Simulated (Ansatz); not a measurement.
Runs of Ansatz 0.2.0 on PtSe. It takes space group P-6m2 (No. 187, hexagonal). Conventional cell: a = 3.702 Å, b = 3.702 Å, c = 3.613 Å, α = 90.00°, β = 90.00°, γ = 120.00°. Pt (site symmetry -6m2) is surrounded by 6 Se at 2.80 Å. Se (site symmetry -6m2) has 6 Pt at 2.80 Å as nearest neighbours. The cell comes from a database or a generator and needn't be the stable form of this composition.

| task | level | U | cell | k mesh | cutoff (eV) | points for each segment of the path | hubbard projectors | double counting | mesh quality | gap on the mesh (eV) | pressure (GPa) | relaxed volume (Å³/atom) |
| --- | --- | --- | --- | --- | --- | --- | --- | --- | --- | --- | --- | --- |
| relaxation of cell and atoms | PBE | - | relaxed | 8 × 8 × 7 | 420 | - | - | - | not flagged | none | 0.0 | (b) |
| band structure | PBE | - | as given | 8 × 8 × 7 | 420 | 14 | - | - | not flagged | none | -11.4 | - |
| relaxation of cell and atoms | r2SCAN | - | relaxed | 8 × 8 × 7 | 500 | - | - | - | not flagged | none | 0.0 | 18.79 |
| relaxation of cell and atoms | PBEsol | - | relaxed | 8 × 8 × 7 | 420 | - | - | - | not flagged | none | 0.0 | 18.43 |
| single point | r2SCANh | - | as given | 4 × 4 × 4 | 500 | - | - | - | coarse | none | - | - |
| relaxation of cell and atoms | RPBE | - | relaxed | 8 × 8 × 7 | 420 | - | - | - | not flagged | none | 0.0 | 19.70 |
| projected density of states | PBE+U | Pt d U = 2 eV | as given | 8 × 8 × 7 | 420 | - | ortho-atomic (the default) | fll (the default) | not flagged | none | -11.4 | - |
| projected density of states | PBE+U | Pt d U = 6 eV | as given | 8 × 8 × 7 | 420 | - | ortho-atomic (the default) | fll (the default) | not flagged | none | (a) | - |

Alike in all rows: potentials or basis Ansatz PAW; no spin polarisation; smearing fermi-dirac 0.05 eV.

Q: Estimate the missing entries.

A: (a) -10.5; (b) 19.27.

Caveats: some runs use coarse meshes; the plane-wave basis is chosen anew once the cell has moved, so the energies of steps on either side of that aren't comparable (some runs); the PAW data sets come from PBE, with cores solved anew for the run's functional, which leaves a small shift of forces and pressure (some runs); U without spin polarisation on a metal has little footing (some runs); the density of states is complete only up to the lowest level of the last band computed (some runs); the potentials were made for another functional, which shifts forces and pressure (some runs).

A k mesh can miss the band edges, and the runs leave out spin-orbit coupling on Pt, Se.

A gap of «none» marks a metal or a gap under the smearing width.

Not every run made on this cell is shown here.
